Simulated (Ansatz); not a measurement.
What does this script print? It uses Ansatz 0.2.0 through its Python package.

`md_alf2ho.py`:
```python
"""Molecular dynamics of one AlF2HO molecule."""

import ansatz as az
import numpy as np


def main() -> None:
    geometry_ang = [
        ("O", (-0.4461, 1.2598, 0.2801)),
        ("Al", (0.0432, -0.4467, 0.1437)),
        ("F", (1.6588, -0.9171, 0.69)),
        ("F", (-0.9897, -1.6731, -0.546)),
        ("H", (-0.2164, 1.7035, -0.6092)),
    ]
    mol = az.Crystal.molecule()
    for symbol, xyz in geometry_ang:
        mol = mol.atom(symbol, xyz)

    model = mol.calculation().basis(gaussian="6-31G").functional("hf")
    symbols = [site.symbol for site in mol.cartesian_sites]
    start = np.array([site.position_ang for site in mol.cartesian_sites], dtype=float)
    report = model.relax(force_tolerance=0.02, max_steps=100).run().report
    end = np.array(report["positions_ang"])
    minimum = az.Crystal.molecule()
    for symbol, place in zip(symbols, end):
        minimum = minimum.atom(symbol, place.tolist())

    # dynamics from the relaxed geometry
    model = (
        minimum.calculation()
        .basis(gaussian="6-31G")
        .functional("hf")
        .md("nve", timestep=0.5, steps=20, temperature=200, initial_velocities="maxwell_boltzmann", seed=55)
    )
    frames = []
    res = model.session().plan().execute(on_event=lambda e: frames.append(e["data"]) if e["event"] == "md_step" else None)
    print("t (fs)   E_pot (eV)      E_kin (eV)   T (K)   d(0-1) (A)")
    for f in frames[::2]:
        xyz = np.array(f["positions_ang"])
        print(f"{f['time_fs']:6.2f} {f['lagrangian_ev']:14.5f} {f['e_kin_ev']:10.5f} {f['temperature_k']:8.1f} {np.linalg.norm(xyz[0] - xyz[1]):9.4f}")
    kept = np.array([f["conserved_ev"] for f in frames])
    print(f"conserved energy moves by at most {1000 * np.ptp(kept):.3f} meV")


if __name__ == "__main__":
    main()
```

Running `python md_alf2ho.py` prints:
```text
t (fs)   E_pot (eV)      E_kin (eV)   T (K)   d(0-1) (A)
  0.00   -14050.29945    0.07756    200.0    1.6420
  1.00   -14050.29127    0.06968    179.7    1.6409
  2.00   -14050.28272    0.06137    158.3    1.6393
  3.00   -14050.28562    0.06388    164.7    1.6370
  4.00   -14050.28081    0.05900    152.2    1.6346
  5.00   -14050.26412    0.04268    110.1    1.6327
  6.00   -14050.25519    0.03383     87.2    1.6319
  7.00   -14050.25825    0.03654     94.2    1.6322
  8.00   -14050.25519    0.03342     86.2    1.6333
  9.00   -14050.24310    0.02175     56.1    1.6346
 10.00   -14050.24347    0.02207     56.9    1.6355
conserved energy moves by at most 0.621 meV
```

What to keep in mind:
- These settings explore the input space; basis and method may be short of convergence.
- The trajectory is only some femtoseconds long, so its temperature is not equilibrated; where the script doesn't relax first, it starts from a rough generated geometry.
- The temperature counts the internal degrees of freedom alone.
- Hardware and time: 26 s on 1 thread of Intel(R) Xeon(R) Processor @ 2.70GHz (shared host), peak memory 0.19 GiB.

(Lines on the test bed's own set-up are left out of the output.)
